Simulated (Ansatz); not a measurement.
**C2H6BNO: a ladder of functionals and wavefunction methods**

One table from this session's results is given with a row withheld; the runs are named, their logs left out.

Computed with Ansatz 0.2.0, Gaussian basis. Level: functionals in def2-TZVPP, the program's frozen cores in correlated methods.

The runs, in order: PBE-D4, r2SCAN-D4, PBE0-D4, B3LYP-D4, ωB97X-V, ωB97M-V, B2PLYP; CCSD(T)/def2-TZVPP; MP2/def2-QZVPP; extrapolation to the limit.

## The geometry

The geometry comes from an earlier relaxation with PBE0-D4 in a triple-zeta def2 set; it is a stationary point, not always the lowest conformer.

SMILES `CC(=N)BO`, 11 atoms, charge 0, spin multiplicity 1.

Atoms are counted from 1 here; the program's logs count them from 0.

Bond lengths: C1–C2 1.501 Å, C1–H6 1.094 Å, C1–H7 1.094 Å, C1–H8 1.093 Å, C2–N3 1.277 Å, C2–B4 1.578 Å, N3–H9 1.025 Å, B4–O5 1.353 Å, B4–H10 1.198 Å, O5–H11 0.960 Å. Angles: C2–C1–H6 110.4°, C2–C1–H7 110.4°, C2–C1–H8 111.6°, H6–C1–H7 106.1°, H6–C1–H8 109.1°, H7–C1–H8 109.1°, C1–C2–N3 124.6°, C1–C2–B4 119.8°, N3–C2–B4 115.6°, C2–N3–H9 110.9°, C2–B4–O5 117.5°, C2–B4–H10 121.1°, O5–B4–H10 121.4°, B4–O5–H11 113.4°.

Set-up of the first run:

The input, in.yaml:

```yaml
crystal:
  periodic: [false, false, false]
  atoms:
    - {symbol: C, position_ang: [-1.130465, 0.007171, 0.714508]}
    - {symbol: C, position_ang: [0.343311, -0.116905, 0.460375]}
    - {symbol: N, position_ang: [1.215985, -0.362142, 1.359417]}
    - {symbol: B, position_ang: [0.903587, 0.058870, -1.004117]}
    - {symbol: O, position_ang: [0.011481, 0.313690, -1.989013]}
    - {symbol: H, position_ang: [-1.491005, 0.990300, 0.398228]}
    - {symbol: H, position_ang: [-1.683542, -0.724377, 0.118279]}
    - {symbol: H, position_ang: [-1.370483, -0.138244, 1.770608]}
    - {symbol: H, position_ang: [0.774094, -0.463289, 2.279215]}
    - {symbol: H, position_ang: [2.075902, -0.031077, -1.232560]}
    - {symbol: H, position_ang: [0.416634, 0.409004, -2.854239]}
basis:
  gaussian: {orbitals: def2-TZVPP}
hamiltonian: {xc: pbe, dispersion: d4}
output: {forces: true, orbitals: {seedname: orbitals}}
```

Started as:

```bash
$ ansatz run in.yaml --threads 4 --pin off --events-out ev --progress --plain --max-ram 10444MiB
```

Steps of the session up to this table: PBE-D4 (GGA); r2SCAN-D4 (meta-GGA); PBE0-D4 (hybrid); B3LYP-D4 (hybrid); ωB97X-V (range-separated); ωB97M-V (range-separated); B2PLYP (double hybrid); CCSD(T) in def2-TZVPP; MP2 in def2-QZVPP.

One of the session's tables, all rows but one given; the rest of the session is left out.

| method | atoms, summed (eV) | atomisation energy (kJ/mol) |
| --- | --- | --- |
| PBE-D4 | -6333.220 | 4573.3 |
| r2SCAN-D4 | -6338.669 | 4457.2 |
| PBE0-D4 | -6334.747 | 4469.5 |
| B3LYP-D4 | -6342.867 | 4465.2 |
| ωB97X-V | -6340.379 | 4453.6 |
| ωB97M-V | -6339.623 | 4468.8 |
| B2PLYP | -6337.597 | 4417.9 |
| HF/def2-TZVPP | -6316.702 | 3206.2 |
| MP2/def2-TZVPP | -6327.920 | 4412.5 |
| CCSD/def2-TZVPP | -6330.485 | 4252.8 |
| CCSD(T)/def2-TZVPP | -6330.770 | 4324.5 |
| MP2/CBS | -6329.977 | 4526.2 |
| CCSD(T)/CBS | ? | ? |

Estimate the missing values for CCSD(T)/CBS.

**Answer.** atoms, summed (eV): -6332.827; atomisation energy (kJ/mol): 4438.2. In the column «atoms, summed (eV)» it lies between PBE-D4 (-6333.220) and CCSD(T)/def2-TZVPP (-6330.770).
